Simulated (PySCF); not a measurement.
# SbAs: basis, grid and Hamiltonian

The method stays; parts of the set-up, such as the basis or the Hamiltonian, are changed.

Computed with PySCF 2.14.0. Level: method and basis as typed in the scripts.

4 further runs of the same task are left out: 2 for a known fault of the program, 2 that didn't finish.

## 1. The system as given

SbAs: 2 atoms, charge 0, spin multiplicity 1.

Bond lengths: Sb1–As2 2.921 Å.

## 2. The run that the others are compared with

The input, input.py:

```python
from pyscf import gto, dft

mol = gto.M(
    atom='Sb 0 0 0; As 0 0 2.921',
    basis='sbkjc',
    ecp={'Sb': 'sbkjc', 'As': 'sbkjc'},
    charge=0,
    spin=0,
    verbose=4,
)
mf = dft.UKS(mol, xc='bhandhlyp')
mf.kernel()
mf.dip_moment()
print('orbital energies (hartree):', [e[max(0, n-3):n+3].round(4) for e, n in zip(mf.mo_energy, mol.nelec)])
```

The run is started by

```sh
$ OMP_NUM_THREADS=1 python input.py
```

Its log is not repeated here.

It gives: E(SCF) = -11.500105 Eh, 9 cycles, μ = 1.04 D.

The bond length is a typed value, not an optimised one.

## 3. Lanl2dz

Edit 1 changes basis set: sbkjc → lanl2dz. The core potential changes with it: totals don't compare.

The input, input.py:

```python
from pyscf import gto, dft

mol = gto.M(
    atom='Sb 0 0 0; As 0 0 2.921',
    basis='lanl2dz',
    ecp={'Sb': 'lanl2dz', 'As': 'lanl2dz'},
    charge=0,
    spin=0,
    verbose=4,
)
mf = dft.UKS(mol, xc='bhandhlyp')
mf.kernel()
mf.dip_moment()
print('orbital energies (hartree):', [e[max(0, n-3):n+3].round(4) for e, n in zip(mf.mo_energy, mol.nelec)])
```

The run is started by

```sh
$ OMP_NUM_THREADS=1 python input.py
```

## 4. Integration grid 4

Edit 2 changes integration grid: default → 4.

Edit input.py of step 2 so:

```diff
@@ -11,2 +11,3 @@
 mf = dft.UKS(mol, xc='bhandhlyp')
+mf.grids.level = 4
 mf.kernel()
```

## 5. Integration grid (20, 50)

Edit 3 changes integration grid: default → (20, 50).

Edit input.py of step 2 so:

```diff
@@ -11,2 +11,3 @@
 mf = dft.UKS(mol, xc='bhandhlyp')
+mf.grids.atom_grid = (20, 50)
 mf.kernel()
```

## 6. Density fitting def2-universal-jkfit

Edit 4 changes density fitting: none → def2-universal-jkfit.

Edit input.py of step 2 so:

```diff
@@ -11,2 +11,3 @@
 mf = dft.UKS(mol, xc='bhandhlyp')
+mf = mf.density_fit(auxbasis='def2-universal-jkfit')
 mf.kernel()
```

Q: Predict the outcome of this session. Wanted: for each run, E(SCF); from base; gap; SCF dipole.

As calculated:

```csv
run,E(SCF) (hartree),from base (eV),cycles,gap (eV),SCF dipole (D),functions
base,-11.500105,0,9,3.58,1.04,16
lanl2dz,-11.362934,not comparable,12,3.62,1.14,16
integration grid 4,-11.500105,0.0000,9,3.58,1.04,16
"integration grid (20, 50)",-11.500082,+0.0006,9,3.58,1.04,16
density fitting def2-universal-jkfit,-11.500119,not comparable,9,3.58,1.04,16
```

In words: The SCF energy stays the same, to the digits that matter, with integration grid 4. Rows marked «poor choice» come from settings spoiled on purpose.
